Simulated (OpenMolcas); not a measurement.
# Cu²⁺ among point charges: CASSCF and CASPT2 levels and susceptibility

How does a field of 6 point charges split the states of Cu²⁺, and what χT follows?

Program: OpenMolcas 26.06. Level of theory: state-averaged CASSCF and CASPT2, spin-orbit coupling by RASSI with atomic mean-field integrals. These are calculated values, not measurements, unless marked.

**1. Starting point**

* Species: Cu²⁺ (copper, Z = 29, 27 electrons)
* Basis: ANO-RCC-VDZP [5s4p2d1f], 34 functions
* Scalar Hamiltonian: DKH2, point nucleus
* Inactive shells: 1s 2s 2p 3s 3p
* Active space: 9 electrons in 5 orbitals (3d)
* Some configurations of this space: 3d9
* Orbitals: optimised for each spin and parity, averaged over all roots

The outer shells:

3d9
```
3d [↑↓][↑↓][↑↓][↑↓][↑ ]
```

The ion sits among 6 point charges of -1.3 e arranged as a trigonal prism (D3h), 1.93 Å from the ion, with a polar angle of 47.6° against the regular 49.1°.

Each step is its own input file, run in one work folder so that later steps find the files of earlier ones. Labels, J, g values, rates, χT and fits are worked out afterwards by a script from the matrices that RASSI stores.

**2. GATEWAY and SEWARD: basis and integrals**

a.inp

```
&GATEWAY
Coord
1

Cu 0.0 0.0 0.0
Basis=ANO-RCC-VDZP
Group=NoSym
NoMove
AngMom=0.0 0.0 0.0
AMFI
XField
6 Angstrom 0
1.425832 0.000000 1.300732 -1.300000
-0.712916 1.234807 1.300732 -1.300000
-0.712916 -1.234807 1.300732 -1.300000
1.425832 0.000000 -1.300732 -1.300000
-0.712916 1.234807 -1.300732 -1.300000
-0.712916 -1.234807 -1.300732 -1.300000
&SEWARD
```

Command:

```console
> OMP_NUM_THREADS=1 MOLCAS_MEM=1689 MOLCAS_PROJECT=a pymolcas a.inp > a.log
```

Output:

```text
Basis set label: CU.ANO-RCC...5S4P2D1F.

      Electronic valence basis set:
      ------------------
      Associated Effective Charge  29.000000 au
      Associated Actual Charge     29.000000 au
      Nuclear Model: Point charge

      Shell  nPrim  nBasis  Cartesian Spherical Contaminant
         s      21       5        X
         p      15       4        X
         d      10       2                 X
         f       6       1                 X
                  Relativistic Douglas-Kroll-Hess integrals:
                    - DKH order of Hamiltonian: 2
                    - DKH order of Properties : 0
                  Atomic mean-field integrals
```

**3. CASSCF: doublets, 5 roots**

a.inp

```
&RASSCF
FileOrb=start.orb
Symmetry=1
Spin=2
nActEl=9 0 0
Inactive=9
Ras2=5
CIRoot=5 5 1
SDav=5
CIMx=300
Iter=120 100
PrWF=0.3
OrbListing=Nothing
MaxOrb=0
>>> COPY $Project.JobIph JOB001
```

Command:

```console
> OMP_NUM_THREADS=1 MOLCAS_MEM=1689 MOLCAS_PROJECT=a pymolcas a.inp > a.log
```

start.orb holds the contracted functions of the basis, ordered by shell, or the orbitals of the step before.

Output:

```text
Wave function specifications:
      -----------------------------

      Number of closed shell electrons          18
      Number of electrons in active shells       9
      Max number of holes in RAS1 space          0
      Max nr of electrons in RAS3 space          0
      Number of inactive orbitals                9
      Number of active orbitals                  5
      Number of secondary orbitals              20
      Spin quantum number                      0.5
      State symmetry                             1
Orbital specifications:
      -----------------------

      Symmetry species                           1
                                                 a
      Frozen orbitals                            0
      Inactive orbitals                          9
      Active orbitals                            5
      RAS1 orbitals                              0
      RAS2 orbitals                              5
      RAS3 orbitals                              0
      Secondary orbitals                        20
      Deleted orbitals                           0
      Number of basis functions                 34
      Number of CSFs                             5
      Number of root(s) required                 5
      Iter CI   SX   CI       RASSCF       Energy    max ROT     max BLB   max BLB  Level Ln srch  Step   QN
          iter iter root      energy       change     param      element    value   shift minimum  type update
 Nr of preliminary CI iterations:   1
      Total energies have been shifted. Add                -1000.00 au
        1   1    7    0  -656.40986958    0.00E+00   8.11E-02   11  24 1  3.75E-01*  0.00   0.00    SX    NO
        2   1    8    0  -656.42809795   -1.82E-02* -6.48E-02    7  20 1  3.11E-01*  0.20   0.00    SX    NO
        3   1    7    0  -656.44423909   -1.61E-02*  5.86E-02   11  24 1  2.64E-01*  0.00   0.00    SX    NO
        4   1    8    0  -656.44709073   -2.85E-03* -5.57E-02   14  27 1 -2.48E-01*  0.17   0.00    SX    NO
        5   1    7    0  -656.45521279   -8.12E-03*  4.23E-02   13  26 1  2.29E-01*  0.00   0.53    SX   YES
        6   1    8    0  -656.47896423   -2.38E-02* -1.50E-02   10  23 1 -1.37E-01*  0.10   0.62    QN   YES
        7   1    7    0  -656.49248759   -1.35E-02* -1.33E-03   12  25 1 -1.01E-02*  0.03   1.08    QN   YES
        8   1    6    0  -656.49255769   -7.01E-05*  3.68E-04   13  26 1  6.94E-04*  0.03   0.96    QN   YES
        9   1    5    0  -656.49255847   -7.87E-07*  2.02E-04   12  15 1  2.62E-04*  0.03   1.55    LS   YES
       10   1    5    0  -656.49255859   -1.13E-07*  1.24E-04   12  25 1 -2.42E-04*  0.03   1.00    QN   YES
       11   1    5    0  -656.49255865   -5.98E-08* -3.05E-05   12  25 1 -3.92E-05   0.03   1.20    QN   YES
       12   1    4    0  -656.49255865   -2.08E-09  -2.73E-06   14  17 1 -4.60E-06   0.03   1.05    QN   YES
      Convergence after 12 iterations
       13   1    4    0  -656.49255865   -4.87E-11  -2.73E-06   14  17 1 -1.65E-06   0.03   1.05    QN   YES
      Natural orbitals and occupation numbers for root  1
      sym 1:   2.000000   1.000000   2.000000   2.000000   2.000000
      Natural orbitals and occupation numbers for root  2
      sym 1:   2.000000   1.000000   2.000000   2.000000   2.000000
      Natural orbitals and occupation numbers for root  3
      sym 1:   2.000000   2.000000   1.000000   2.000000   2.000000
::    RASSCF root number  1 Total energy:  -1656.50180737
::    RASSCF root number  2 Total energy:  -1656.50180737
::    RASSCF root number  3 Total energy:  -1656.49670237
::    RASSCF root number  4 Total energy:  -1656.48123807
::    RASSCF root number  5 Total energy:  -1656.48123807
```

**4. State interaction with spin-orbit coupling**

a.inp

```
&RASSI
NrOfJobIphs=1 5
1 2 3 4 5
IphNames
JOB001
EJob
SpinOrbit
DIPRint=1.0
SOCoupling=1000.0
Subsets=2
Property=9
'ANGMOM' 1 'ANGMOM' 2 'ANGMOM' 3 'MLTPL  1' 1 'MLTPL  1' 2 'MLTPL  1' 3
'AMFI' 1 'AMFI' 2 'AMFI' 3
SOProperty=3
'ANGMOM' 1 'ANGMOM' 2 'ANGMOM' 3
```

Output:

```text
SPIN-FREE ENERGIES:
  (Shifted by EMIN (a.u.) =      -1656.5018073684)

 SF State       Relative EMIN(au)   Rel lowest level(eV)    D:o, cm**(-1)      L_eff

     1             0.0000000000        0.0000000000              0.0000         2.0
     2             0.0000000029        0.0000000778              0.0006         2.0
     3             0.0051050013        0.1389141612           1120.4183         2.0
     4             0.0205692953        0.5597190385           4514.4385         2.0
     5             0.0205692953        0.5597190385           4514.4385         2.0
     Dipole printing threshold changed to   1.00000000E+00

++ Dipole transition strengths (spin-free states):
   -----------------------------------------------
     for osc. strength at least  1.00000000E+00

  ( Max oscillator strength is only    1.3399948425167689E-006 )
--
Eigenvalues of complex Hamiltonian:
   -----------------------------------
  (Shifted by EMIN (a.u.) =      -1656.5018073684)

 SO State       Relative EMIN(au)   Rel lowest level(eV)    D:o, cm**(-1)     J-value

     1            -0.0025155324        0.0000000000              0.0000         2.0
     2            -0.0025155324        0.0000000000              0.0000         2.0
     3            -0.0014639473        0.0286150884            230.7963         2.4
     4            -0.0014639473        0.0286150884            230.7963         2.4
     5             0.0085312491        0.3005982368           2424.4883         1.5
     6             0.0085312491        0.3005982368           2424.4883         1.5
     7             0.0167836066        0.5251563263           4235.6714         1.2
     8             0.0167836066        0.5251563263           4235.6714         1.2
     9             0.0249082186        0.7462382815           6018.8176         1.0
    10             0.0249082186        0.7462382815           6018.8176         1.0
Weights of the five most important spin-orbit-free states for each spin-orbit state.

 SO State  Total energy (au)           Spin-free states, spin, and weights
 -------------------------------------------------------------------------------------------------------
    1        -0.002516       1 0.5  0.4899    2 0.5  0.4899    4 0.5  0.0101    5 0.5  0.0101    3 0.5  0.0000
    2        -0.002516       1 0.5  0.4899    2 0.5  0.4899    4 0.5  0.0101    5 0.5  0.0101    3 0.5  0.0000
    3        -0.001464       3 0.5  0.3428    2 0.5  0.3286    1 0.5  0.3286    4 0.5  0.0000    5 0.5  0.0000
    4        -0.001464       3 0.5  0.3428    2 0.5  0.3286    1 0.5  0.3286    4 0.5  0.0000    5 0.5  0.0000
    5         0.008531       3 0.5  0.6572    2 0.5  0.1714    1 0.5  0.1714    4 0.5  0.0000    5 0.5  0.0000
    6         0.008531       3 0.5  0.6572    2 0.5  0.1714    1 0.5  0.1714    4 0.5  0.0000    5 0.5  0.0000
    7         0.016784       5 0.5  0.5000    4 0.5  0.5000    3 0.5  0.0000    2 0.5  0.0000    1 0.5  0.0000
    8         0.016784       5 0.5  0.5000    4 0.5  0.5000    3 0.5  0.0000    2 0.5  0.0000    1 0.5  0.0000
    9         0.024908       4 0.5  0.4899    5 0.5  0.4899    2 0.5  0.0101    1 0.5  0.0101    3 0.5  0.0000
   10         0.024908       4 0.5  0.4899    5 0.5  0.4899    2 0.5  0.0101    1 0.5  0.0101    3 0.5  0.0000
 -------------------------------------------------------------------------------------------------------
```

Time for these steps: 1.7 s (1 thread of Intel Xeon Platinum 8488C (Sapphire Rapids), shared host).

States without spin-orbit coupling:

```csv
state,degeneracy,E (cm-1),free-ion L (%)
2E,2,0,D (100)
2A1,1,1120,D (100)
2E,2,4514,D (100)
```

With spin-orbit coupling:

| E (cm-1) | Degeneracy | Label | 2S+1 | g |
| --- | --- | --- | --- | --- |
| 0.0 | 2 | E3/2 | 2 | 0.00 0.00 3.96 |
| 230.8 | 2 | E1/2 | 2 | 0.68 3.01 3.01 |
| 2424 | 2 | E1/2 | 2 | 1.01 1.01 1.32 |
| 4236 | 2 | E1/2 | 2 | 0.00 0.00 6.00 |
| 6019 | 2 | E3/2 | 2 | 0.00 0.00 2.03 |

Labels of spin-orbit levels are those of the rotation subgroup (D3 for D3h). Principal g values are given for doublets only; a zero marks a field direction without first-order Zeeman splitting.

Powder χT (cm³ K/mol): 0.50 at 2 K, 0.51 at 5 K, 0.53 at 10 K, 0.57 at 20 K, 0.70 at 50 K, 0.88 at 100 K, 1.00 at 150 K, 1.07 at 200 K, 1.12 at 250 K, 1.15 at 300 K.

Orbitals of the lowest block (energies include the constant potential of the surroundings):

```csv
shell,space,energy (hartree),mean occupation,⟨r²⟩ (bohr²)
1s,inactive,-331.3112,2.000,0.00362
2s,inactive,-40.5287,2.000,0.0646
2p,inactive,-34.6727,6.000,0.0521
3s,inactive,-4.0482,2.000,0.582
3p,inactive,-2.2451,6.000,0.657
3d,RAS2,,9.000,1.18
```

**5. CASPT2: IPEA 0.25, imaginary shift 0.1 (closed shells correlated: 3s 3p)**

a.inp

```
>>> COPY JOB001 $Project.JobIph
&CASPT2
Multistate=5 1 2 3 4 5
NoMult
Frozen=5
IPEA=0.25
Imaginary=0.1
MaxIter=60
WThr=0.0 0.3 0.05
PrWF=0.5
NoMix
```

Command:

```console
> OMP_NUM_THREADS=1 MOLCAS_MEM=1689 MOLCAS_PROJECT=a pymolcas a.inp > a.log
```

Output:

```text
Orbital specifications:
      -----------------------

      Symmetry species                           1
                                                 a
      Frozen orbitals                            5
      Inactive orbitals                          4
      Active orbitals                            5
      Secondary orbitals                        20
      Deleted orbitals                           0
      Number of basis functions                 34
Type of calculation                        SS-CASPT2
      Fock operator                              state-specific
      IPEA shift                                 0.25
      Real shift                                 0.00
      Imaginary shift                            0.10
      The input orbitals will be transformed to quasi-canonical
Reference energy:       -1656.5018073684
      E2 (Non-variational):      -0.5282303624
      Shift correction:          -0.0001245373
      E2 (Variational):          -0.5283548997
      Total energy:           -1657.0301622681
      Residual norm:              0.0000000798
      Reference weight:           0.93122
      Contributions to the CASPT2 correlation energy
      Active & Virtual Only:         -0.3035225892
      One Inactive Excited:          -0.1751868729
      Two Inactive Excited:          -0.0495209003
Reference energy:       -1656.5018073656
      E2 (Non-variational):      -0.5282304108
      Shift correction:          -0.0001245389
      E2 (Variational):          -0.5283549496
      Total energy:           -1657.0301623152
      Residual norm:              0.0000000798
      Reference weight:           0.93122
      Contributions to the CASPT2 correlation energy
      Active & Virtual Only:         -0.3035226352
      One Inactive Excited:          -0.1751868752
      Two Inactive Excited:          -0.0495209004
::    CASPT2 Root  1     Total energy:  -1657.03016227
::    CASPT2 Root  2     Total energy:  -1657.03016232
::    CASPT2 Root  3     Total energy:  -1657.02336075
::    CASPT2 Root  4     Total energy:  -1657.00760440
::    CASPT2 Root  5     Total energy:  -1657.00736181
```

Time for this run: 0.51 s (1 thread of Intel Xeon Platinum 8488C (Sapphire Rapids), shared host).

SS-CASPT2: lowest energy less the reference's lowest, -0.5284 hartree; reference weights 0.931 to 0.932.

Spin-free states, with their symmetry labels:

```csv
state,degeneracy,E (cm-1),free-ion L (%)
2E,2,0,D (100)
2A1,1,1493,D (100)
2E,2,4978,D (100)
```

With spin-orbit coupling:

```
E (cm-1)  Degeneracy  Label  2S+1               g
       0           2   E3/2     2  0.00 0.00 3.97
     340           2   E1/2     2  0.54 2.73 2.73
    2670           2   E1/2     2  0.72 0.72 1.46
    4690           2   E1/2     2  0.00 0.00 6.00
    6460           2   E3/2     2  0.00 0.00 2.03
```

Powder χT (cm³ K/mol): 0.50 at 2 K, 0.51 at 5 K, 0.52 at 10 K, 0.55 at 20 K, 0.63 at 50 K, 0.76 at 100 K, 0.87 at 150 K, 0.95 at 200 K, 1.01 at 250 K, 1.05 at 300 K.

**6. The methods side by side**

A. CASSCF
B. SS-CASPT2, IPEA 0.25, imaginary shift 0.1 (closed shells correlated: 3s 3p)

```csv
method,ground state,first state of that spin (cm-1),first gap with spin-orbit (cm-1),χT at 300 K
A,2E,2A1 1120,230.8,1.15
B,2E,2A1 1493,336.3,1.05
```

**7. What came out**

```
                                            quantity                                                                        value
                                              method  SS-CASPT2, IPEA 0.25, imaginary shift 0.1 (closed shells correlated: 3s 3p)
                              spin-free ground state                                               2E, 2-fold in its orbital part
first state of the same spin within the active space                                                             2A1 at 1490 cm⁻¹
                                        lowest level                                            2-fold E3/2, g = 0.00, 0.00, 3.97
                                          next level                                                                   336.3 cm⁻¹
                                         χT at 300 K                                                               1.05 cm³ K/mol
                           effective moment at 300 K                                                                      2.90 μB
```

Cost by method:

```csv
method,time of its own steps,time with the reference
A. CASSCF,1.7 s,1.7 s
"B. SS-CASPT2, IPEA 0.25, imaginary shift 0.1, +3s 3p",0.51 s,2.2 s
```

Times are of one thread on a shared host.

**Reading.** The spin-free ground state (2E) comes to 100 % from free-ion D terms and keeps the highest spin of the shell. χT at 300 K is 1.05, against 0.38 cm³ K/mol for the spin alone, so orbital moment adds to it. CASPT2 does not keep the components of a term degenerate, and the means are used. The field of point charges can differ much from that of real complexes. Point charges carry no covalency, so the field is a model and not that of real ligands.
